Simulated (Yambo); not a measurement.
# WC (Qusongite) (P-6m2) in Yambo: notebook, part 2 of 2

Yambo 5.3.0.

### Step 5. Optical spectrum, PBEsol

optics6.in reads:

```
optics
chi
Chimod= "IP"
% BndsRnXd
 1 | 24 |
%
% LongDrXd
 0 | 1 | 0 |
%
% QpntsRXd
 1 | 1 |
%
% EnRngeXd
 0 | 15 | eV
%
% DmRngeXd
 0.1 | 0.1 | eV
%
ETStpsXd= 150
Gauge= "velocity"
```

scf.in reads:

```
&CONTROL
  calculation = 'scf'
  prefix = 'pwscf'
  outdir = './tmp'
  pseudo_dir = './pseudo'
/
&SYSTEM
  ibrav = 0
  nat = 2
  ntyp = 2
  ecutwfc = 82
  nbnd = 15
  occupations = 'smearing'
  smearing = 'fd'
  degauss = 0.00367493
  force_symmorphic = .true.
/
&ELECTRONS
  conv_thr = 4d-10
  electron_maxstep = 120
  mixing_beta = 0.5
/
ATOMIC_SPECIES
W    183.8400 W.upf
C     12.0110 C.upf
CELL_PARAMETERS bohr
   5.4924889812    0.0000000000    0.0000000000
  -2.7462444906    4.7566349877    0.0000000000
   0.0000000000    0.0000000000    5.3603971251
ATOMIC_POSITIONS bohr
W      0.0000000000    0.0000000000    0.0000000000
C      2.7462444909    1.5855449958    2.6801985626
K_POINTS automatic
18 18 16 0 0 0
```

nscf.in reads:

```
&CONTROL
  calculation = 'nscf'
  prefix = 'pwscf'
  outdir = './tmp'
  pseudo_dir = './pseudo'
/
&SYSTEM
  ibrav = 0
  nat = 2
  ntyp = 2
  ecutwfc = 82
  nbnd = 34
  occupations = 'smearing'
  smearing = 'fd'
  degauss = 0.00367493
  force_symmorphic = .true.
/
&ELECTRONS
  conv_thr = 1d-08
  diago_full_acc = .true.
  diago_thr_init = 1d-06
/
ATOMIC_SPECIES
W    183.8400 W.upf
C     12.0110 C.upf
CELL_PARAMETERS bohr
   5.4924889812    0.0000000000    0.0000000000
  -2.7462444906    4.7566349877    0.0000000000
   0.0000000000    0.0000000000    5.3603971251
ATOMIC_POSITIONS bohr
W      0.0000000000    0.0000000000    0.0000000000
C      2.7462444909    1.5855449958    2.6801985626
K_POINTS automatic
18 18 16 0 0 0
```

Potentials or basis: PseudoDojo 0.4.1 SR PBEsol standard.

The run is started by

```sh
OMP_NUM_THREADS=1 pw.x -in scf.in > scf.out
OMP_NUM_THREADS=1 pw.x -in nscf.in > nscf.out
cd tmp/pwscf.save; p2y; mv SAVE ../..; cd ../..
OMP_NUM_THREADS=1 yambo
OMP_NUM_THREADS=1 yambo -F optics6.in -J optics6 -C optics6_out
```

Yambo's report:

```text
[... sections 02.01 to 02.04 as in the set-up run ...]

  [02.05] Energies & Occupations
  ==============================

  [X] === General ===
  [X] Electronic Temperature                        :  0.258606E-1   300.100    [eV K]
  [X] Bosonic    Temperature                        :  0.258606E-1   300.100    [eV K]
  [X] Finite Temperature mode                       : yes
  [X] El. density                                   :  0.86737E+24 [cm-3]
  [X] Fermi Level                                   :  20.40587 [eV]

  [X] === Gaps and Widths ===
  [X] Conduction Band Min                           :  20.40587 [eV]
  [X] Valence Band Max                              :  20.40587 [eV]
  [X] Filled Bands                                  :   8
  [X] Metallic Bands                                :   9  10
  [X] Empty Bands                                   :   11   34

  [X] === Metallic Characters ===
  [X] N of el / N of met el                         :  18.00000   1.97753
  [X] Average metallic occ.                         :  0.247191

  [WARNING] [X] Metallic system

 [03] Transferred momenta grid and indexing
 ==========================================

 IBZ Q-points                                      :   333
 BZ  Q-points                                      :   5184

 K/Q-points units:
 rlu = crystal or reduced units; cc = cartesian coordinates; iku = interal k-units

 Q [  1]        [rlu]:  0.000000  0.000000  0.000000
 Q [  2]        [rlu]:  0.000000  0.000000  0.062500
 Q [  3]        [rlu]:  0.000000  0.000000  0.125000
 Q [  4]        [rlu]:  0.000000  0.000000  0.187500
 Q [  5]        [rlu]:  0.000000  0.000000  0.250000
 Q [  6]        [rlu]:  0.000000  0.000000  0.312500
[... 42 lines left out ...]
 Q [ 49]        [rlu]: -0.57356E-17  0.27778      0.18750
 Q [ 50]        [rlu]: -0.57356E-17  0.27778      0.25000

 Remaining 283 points informations can be written running with -fatlog

 [04] Dipoles
 ============

  [04.01] Setup: observables and procedures
  =========================================

  [WF-Oscillators/G space/Transverse up loader] Normalization (few states)  min/max  :  0.72179E-17   1.0000

  [WR./optics6//ndb.dipoles]------------------------------------------------------
   Brillouin Zone Q/K grids (IBZ/BZ)                :    333   5184    333   5184
   RL vectors                                       :  2351 [WF]
   Fragmentation                                    : yes
   Electronic Temperature                           :  300.1000 [K]
   Bosonic    Temperature                           :  300.1000 [K]
   DIP band range                                   :   1  24
   DIP band range limits                            :  10   9
   DIP e/h energy range                             : -1.000000 -1.000000 [eV]
   RL vectors in the sum                            :  2351
   [r,Vnl] included                                 : yes
   Bands ordered                                    : yes
   Direct v evaluation                              : no
   Approach used                                    : G-space v
   Dipoles computed                                 : R V P [G-space]
   Wavefunctions                                    : Perdew, Burke & Ernzerhof SOL(X)+Perdew, Burke & Ernzerhof SOL(C)

  [WARNING] [r,Vnl^pseudo] included in position and velocity dipoles.

  [WARNING] In case H contains other non local terms, these are neglected

 [05] Optics
 ===========

 [X-CG] R(p) Tot o/o(of R):    39497   717748      100

 [WARNING] The system is a metal but Drude term not included.
```

Run time: 3 min. Hardware: 1 thread of Arm Neoverse V2, shared host; peak memory 0.38 GiB.

What came out:

```yaml
Band_gap_on_the_k_mesh_mean-field_level: none (metal or under the smearing width)
```

Dielectric function (along the field direction of the input):
```tsv
energy (eV)	real part	imaginary part
0.30	24.78	7.39
1.01	26.01	5.08
1.81	21.91	11.21
2.62	21.64	15.43
3.32	10.49	20.50
4.13	7.98	18.98
4.93	1.91	14.00
5.64	2.70	11.20
6.44	4.43	11.44
7.25	1.47	14.74
7.95	0.05	13.37
8.76	-4.47	9.79
9.56	-3.71	6.95
10.27	-3.88	6.22
11.07	-3.30	5.31
11.88	-4.53	3.87
12.58	-3.02	2.25
13.39	-1.48	1.89
14.19	-0.66	2.40
15.00	-0.44	2.50
```

Caveat: the intraband (Drude) term of the metal is left out; the ground state has no gap, which makes the many-body step unreliable; independent-particle spectra lack excitons.

### Step 6. Optical spectrum, PBEsol

optics7.in reads:

```
optics
chi
Chimod= "HARTREE"
% BndsRnXd
 1 | 14 |
%
NGsBlkXd= 4 Ry
% LongDrXd
 0 | 0 | 1 |
%
% QpntsRXd
 1 | 1 |
%
% EnRngeXd
 0 | 15 | eV
%
% DmRngeXd
 0.1 | 0.1 | eV
%
ETStpsXd= 150
```

scf.in is that of step 5.

nscf.in is that of step 5.

Potentials or basis: PseudoDojo 0.4.1 SR PBEsol standard.

The run is started by

```sh
OMP_NUM_THREADS=1 pw.x -in scf.in > scf.out
OMP_NUM_THREADS=1 pw.x -in nscf.in > nscf.out
cd tmp/pwscf.save; p2y; mv SAVE ../..; cd ../..
OMP_NUM_THREADS=1 yambo
OMP_NUM_THREADS=1 yambo -F optics7.in -J optics7 -C optics7_out
```

Yambo's report:

```text
[... sections 02.01 to 02.04 as in the set-up run ...]

  [02.05] Energies & Occupations
  ==============================

  [X] === General ===
  [X] Electronic Temperature                        :  0.258606E-1   300.100    [eV K]
  [X] Bosonic    Temperature                        :  0.258606E-1   300.100    [eV K]
  [X] Finite Temperature mode                       : yes
  [X] El. density                                   :  0.86737E+24 [cm-3]
  [X] Fermi Level                                   :  20.40587 [eV]

  [X] === Gaps and Widths ===
  [X] Conduction Band Min                           :  20.40587 [eV]
  [X] Valence Band Max                              :  20.40587 [eV]
  [X] Filled Bands                                  :   8
  [X] Metallic Bands                                :   9  10
  [X] Empty Bands                                   :   11   34

  [X] === Metallic Characters ===
  [X] N of el / N of met el                         :  18.00000   1.97753
  [X] Average metallic occ.                         :  0.247191

  [WARNING] [X] Metallic system

 [03] Transferred momenta grid and indexing
 ==========================================

 IBZ Q-points                                      :   333
 BZ  Q-points                                      :   5184

 K/Q-points units:
 rlu = crystal or reduced units; cc = cartesian coordinates; iku = interal k-units

 Q [  1]        [rlu]:  0.000000  0.000000  0.000000
 Q [  2]        [rlu]:  0.000000  0.000000  0.062500
 Q [  3]        [rlu]:  0.000000  0.000000  0.125000
 Q [  4]        [rlu]:  0.000000  0.000000  0.187500
 Q [  5]        [rlu]:  0.000000  0.000000  0.250000
 Q [  6]        [rlu]:  0.000000  0.000000  0.312500
[... 42 lines left out ...]
 Q [ 49]        [rlu]: -0.57356E-17  0.27778      0.18750
 Q [ 50]        [rlu]: -0.57356E-17  0.27778      0.25000

 Remaining 283 points informations can be written running with -fatlog

 [04] Dipoles
 ============

  [04.01] Setup: observables and procedures
  =========================================

  [WF-Oscillators/G space/Transverse up loader] Normalization (few states)  min/max  :  0.72179E-17   1.0000

  [WR./optics7//ndb.dipoles]------------------------------------------------------
   Brillouin Zone Q/K grids (IBZ/BZ)                :    333   5184    333   5184
   RL vectors                                       :  2351 [WF]
   Fragmentation                                    : yes
   Electronic Temperature                           :  300.1000 [K]
   Bosonic    Temperature                           :  300.1000 [K]
   DIP band range                                   :   1  14
   DIP band range limits                            :  10   9
   DIP e/h energy range                             : -1.000000 -1.000000 [eV]
   RL vectors in the sum                            :  2351
   [r,Vnl] included                                 : yes
   Bands ordered                                    : yes
   Direct v evaluation                              : no
   Approach used                                    : G-space v
   Dipoles computed                                 : R V P [G-space]
   Wavefunctions                                    : Perdew, Burke & Ernzerhof SOL(X)+Perdew, Burke & Ernzerhof SOL(C)

  [WARNING] [r,Vnl^pseudo] included in position and velocity dipoles.

  [WARNING] In case H contains other non local terms, these are neglected

 [05] Optics
 ===========

 [X-CG] R(p) Tot o/o(of R):   14154  248958     100

 [WARNING] The system is a metal but Drude term not included.
```

o-optics7.eps_q1_inv_rpa_dyson:

```text
# Absorption @ Q(1):   0.00000000      0.00000000      1.00000000    [q->0 direction]
#
# [ X ] Hartree size                              :  27
# [GEN] GF Energies                               : Perdew, Burke & Ernzerhof SOL(X)+Perdew, Burke & Ernzerhof SOL(C)
# [GEN] Green`s Function                          : Retarded
#
# [GEN] Gauge                                     : Length
# [GEN] [r,Vnl] included                          : yes
#
#    E[1] [eV]          Im(eps)            Re(eps)            Im(eps_o)          Re(eps_o)
#
        0.000000          -0.16642E-13        24.09042          -0.11734E-16        24.28972
        0.100671           0.082323           24.13054           0.083926           24.33062
        0.201342           0.171295           24.25365           0.174609           24.45614
        0.302013           0.276781           24.46879           0.282062           24.67545
        0.402685           0.419841           24.79332           0.427625           25.00620
        0.503356           0.662447           25.24403           0.674010           25.46553
[... 142 lines left out ...]
        14.89933           1.893352          -3.060664           1.893863          -3.185293
        15.00000           1.855643          -3.057381           1.830030          -3.211987
#
```

Wall time 3.1 min (1 thread of Arm Neoverse V2, shared host); peak memory 0.75 GiB.

Results:

| Item | Value |
| --- | --- |
| Band gap on the k mesh, mean-field level | none (metal or under the smearing width) |

Dielectric function (along the field direction of the input):
| energy (eV) | real part | imaginary part |
| --- | --- | --- |
| 0.30 | 24.47 | 0.28 |
| 1.01 | 25.70 | 5.00 |
| 1.81 | 27.76 | 13.20 |
| 2.62 | 23.76 | 22.62 |
| 3.32 | 7.24 | 28.79 |
| 4.13 | 4.14 | 15.70 |
| 4.93 | 6.02 | 15.54 |
| 5.64 | 3.23 | 14.86 |
| 6.44 | -0.04 | 13.18 |
| 7.25 | 0.91 | 18.27 |
| 7.95 | -8.15 | 13.12 |
| 8.76 | -6.09 | 5.60 |
| 9.56 | -3.77 | 4.01 |
| 10.27 | -2.37 | 3.87 |
| 11.07 | -1.49 | 4.04 |
| 11.88 | -2.32 | 5.33 |
| 12.58 | -1.85 | 5.74 |
| 13.39 | -4.43 | 2.98 |
| 14.19 | -3.10 | 2.28 |
| 15.00 | -3.06 | 1.86 |

Caveat: the intraband (Drude) term of the metal is left out; the ground state has no gap, which makes the many-body step unreliable; these spectra lack excitons.

### Step 7. Overview

| direction of the field or of q to 0 | broadening | kernel | top of the energy range | energy points | other keys | gap on the mesh (eV) |
| --- | --- | --- | --- | --- | --- | --- |
| y | 0.2 eV | none (independent particles) | 15 eV | 150 | - | none |
| z | 0.2 eV | Hartree (RPA with local fields) | 10 eV | 300 | - | none |
| z | 0.05 eV | long-range correction | 30 eV | 150 | several, not listed | none |
| y | 0.1 eV | none (independent particles) | 15 eV | 150 | several, not listed | none |
| z | 0.1 eV | Hartree (RPA with local fields) | 15 eV | 150 | several, not listed | none |

Alike in all rows: task optical spectrum; level PBEsol; potentials or basis PseudoDojo 0.4.1 SR PBEsol standard; no spin polarisation; cell as given; k mesh 18 × 18 × 16; cutoff (eV) 1116; smearing fermi-dirac 0.05 eV.

Caveats: the intraband (Drude) term of the metal is left out; the ground state has no gap, which makes the many-body step unreliable; independent-particle spectra lack excitons (some runs); these spectra lack excitons (some runs); the long-range kernel's strength is typed, not fitted to the crystal's screening (some runs).

Total energies depend on the potentials used, so only differences within one code and one set of settings carry meaning.
